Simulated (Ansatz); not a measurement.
**GeH₄OSi: how energies converge with the basis set**

The task here is to estimate one member of a computed series from the others.

Program: Ansatz 0.2.0, Gaussian basis. Level of theory: one geometry, several basis sets. These are calculated values, not measurements.

The runs, in order: PBE0-D4/def2-SVP; ωB97M-V/def2-SVP; PBE0-D4/def2-QZVPP; ωB97M-V/def2-QZVPP; the functionals' def2-TZVPP values are taken from earlier runs.

## The relaxed structure

An earlier PBE0-D4 in a triple-zeta def2 set relaxation fixed the geometry.

SMILES `[SiH3][O][GeH]`, 7 atoms, charge 0, spin multiplicity 1.

Atoms are counted from 1 here; the program's logs count them from 0.

Bond lengths: Si1–O2 1.643 Å, Si1–H4 1.490 Å, Si1–H5 1.485 Å, Si1–H6 1.485 Å, O2–Ge3 1.789 Å, Ge3–H7 1.605 Å. Angles: O2–Si1–H4 110.8°, O2–Si1–H5 109.3°, O2–Si1–H6 109.3°, H4–Si1–H5 109.1°, H4–Si1–H6 109.1°, H5–Si1–H6 109.4°, Si1–O2–Ge3 134.1°, O2–Ge3–H7 93.5°.

Set-up of the first run:

Contents of in.yaml:

```yaml
crystal:
  periodic: [false, false, false]
  atoms:
    - {symbol: Si, position_ang: [-0.741704, 0.650875, -0.296536]}
    - {symbol: O, position_ang: [0.533508, -0.139296, 0.373686]}
    - {symbol: Ge, position_ang: [1.261421, -1.756233, 0.134182]}
    - {symbol: H, position_ang: [-1.409207, -0.197596, -1.323817]}
    - {symbol: H, position_ang: [-0.260935, 1.901325, -0.937515]}
    - {symbol: H, position_ang: [-1.722524, 0.988061, 0.766450]}
    - {symbol: H, position_ang: [2.400841, -1.515135, 1.237950]}
basis:
  gaussian: {orbitals: def2-SVP}
hamiltonian: {xc: pbe0, dispersion: d4}
output: {orbitals: {seedname: orbitals}}
```

Steps of the session up to this table: PBE0-D4 in def2-SVP; ωB97M-V in def2-SVP; PBE0-D4 in def2-QZVPP; ωB97M-V in def2-QZVPP.

One of the session's tables, all rows but one given; the rest of the session is left out.

It belongs to the step «Functionals by basis». 

| functional | basis | HOMO (eV) | LUMO (eV) |
| --- | --- | --- | --- |
| PBE0-D4 | def2-SVP | -6.77 | -2.46 |
| PBE0-D4 | def2-TZVPP | -6.82 | -2.51 |
| PBE0-D4 | def2-QZVPP | -6.86 | -2.56 |
| ωB97M-V | def2-SVP | ? | ? |
| ωB97M-V | def2-TZVPP | -8.98 | -0.53 |
| ωB97M-V | def2-QZVPP | -9.02 | -0.67 |

Estimate the missing values for ωB97M-V, def2-SVP.

The run gave: HOMO (eV): -8.90; LUMO (eV): -0.44. In the column «HOMO (eV)» it lies between ωB97M-V, def2-TZVPP (-8.98) and PBE0-D4, def2-QZVPP (-6.86).
